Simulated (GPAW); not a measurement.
Runs of GPAW 26.7.0 on RuAu. It takes space group Pm-3m (No. 221, cubic). The conventional cell has a = 3.165 Å, b = 3.165 Å, c = 3.165 Å, α = 90.00°, β = 90.00°, γ = 90.00°. Around Ru (site symmetry m-3m) lie 8 Au at 2.74 Å. Au (site symmetry m-3m) has 8 Ru at 2.74 Å as nearest neighbours. The cell was built by a generator and needn't be a form met in nature.

```csv
level,potentials or basis,eigensolver,pressure (GPa)
AM05,"PAW data sets generated in the run's folder for this functional, pw",-,-8.2
LDA,"the program's PAW data sets (release 1.2.1) made for this functional, pw",-,(a)
TPSS,"GPAW PAW data sets (gpaw-data 1.2.1), pw",davidson,(b)
revPBE,"the program's PAW data sets (release 1.2.1) made for this functional, pw",-,4.9
BLYP,"PAW data sets generated in the run's folder for this functional, pw",davidson,14.0
```

Alike in all rows: task band structure; no spin polarisation; cell as given; k mesh 8 × 8 × 8; cutoff (eV) 600; smearing fermi-dirac 0.05 eV.

Question: Fill in the values left out.

Answer: (a) -11.7; (b) -3.7.

Caveats: with this Au data set, volumes or pressures lay over 1.5 % or 2 GPa off other programs in two to four cells of ten; the PAW data sets were made with another functional, which shifts forces and pressure a little (some runs).

Not every run made on this cell is shown here.
